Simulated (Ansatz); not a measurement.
# C2H10OSi2: the cost of one run

Method: UKS PBE-D4/6-31G, in Ansatz 0.2.0.

## 1. The starting structure

Bond lengths: Si1–C2 2.175 Å, C2–C3 1.523 Å, Si1–O4 1.578 Å, Si1–H6 1.469 Å, Si1–Si7 2.297 Å, C2–H8 1.101 Å, C2–H9 1.089 Å, C3–H10 1.089 Å, C3–H11 1.092 Å, C3–H12 1.089 Å, Si7–H13 1.470 Å, Si7–H14 1.466 Å, Si7–H15 1.466 Å. Angles (14 of 24 angles, heavy atoms first): Si1–C2–C3 109.4°, C2–Si1–O4 85.5°, C2–Si1–Si7 109.8°, O4–Si1–Si7 119.2°, Si1–C2–H8 125.5°, Si1–C2–H9 98.8°, C3–C2–H8 108.6°, C3–C2–H9 110.1°, C2–Si1–H6 102.9°, O4–Si1–H6 117.3°, H6–Si1–Si7 115.5°, C2–C3–H10 110.9°, C2–C3–H11 112.1°, C2–C3–H12 110.8°.

Structure file:

```xyz
15

Si   -0.8139   -0.0478    1.1487
C     0.5595   -1.3427    0.0687
C     1.1944   -0.5631   -1.0748
O     0.2983   -0.0098    2.2678
H     0.7467   -0.7556    1.3269
H    -1.9734   -0.9198    1.3800
Si   -1.2301    1.8465   -0.0826
H     1.3295   -1.9821    0.5281
H    -0.1606   -2.0599   -0.3222
H     0.4325   -0.1040   -1.7022
H     1.8075   -1.2003   -1.7147
H     1.8334    0.2320   -0.6930
H    -1.8459    1.5428   -1.3824
H    -2.1518    2.7345    0.6313
H    -0.0262    2.6294   -0.3795
```

## 2. Run 1

150 steps of 0.5 fs at constant energy, with velocities drawn for 300 K.

input.yaml

```yaml
crystal:
  periodic: [false, false, false]
  atoms:
    - { symbol: Si, position_ang: [-0.8139, -0.0478, 1.1487] }
    - { symbol: C, position_ang: [0.5595, -1.3427, 0.0687] }
    - { symbol: C, position_ang: [1.1944, -0.5631, -1.0748] }
    - { symbol: O, position_ang: [0.2983, -0.0098, 2.2678] }
    - { symbol: H, position_ang: [0.7467, -0.7556, 1.3269] }
    - { symbol: H, position_ang: [-1.9734, -0.9198, 1.38] }
    - { symbol: Si, position_ang: [-1.2301, 1.8465, -0.0826] }
    - { symbol: H, position_ang: [1.3295, -1.9821, 0.5281] }
    - { symbol: H, position_ang: [-0.1606, -2.0599, -0.3222] }
    - { symbol: H, position_ang: [0.4325, -0.104, -1.7022] }
    - { symbol: H, position_ang: [1.8075, -1.2003, -1.7147] }
    - { symbol: H, position_ang: [1.8334, 0.232, -0.693] }
    - { symbol: H, position_ang: [-1.8459, 1.5428, -1.3824] }
    - { symbol: H, position_ang: [-2.1518, 2.7345, 0.6313] }
    - { symbol: H, position_ang: [-0.0262, 2.6294, -0.3795] }
magnetization:
  spin_polarized: true
basis:
  gaussian: { orbitals: "6-31G" }
hamiltonian:
  xc: pbe
  dispersion: d4
md:
  timestep: 0.5
  n_steps: 150
  ensemble: nve
  temperature: 300.0
  initial_velocities: maxwell_boltzmann
  seed: 233363
```

On the command line:

```
ansatz run input.yaml --threads 2 --pin off --max-ram 3072MiB --backend cpu --events-out ev --progress --plain --runs-dir out
```

**Question.** How long does this run take on 2 threads of Arm Neoverse N1, shared host, and how much memory does it need?

About 15 min, with a peak of 0.17 GiB.
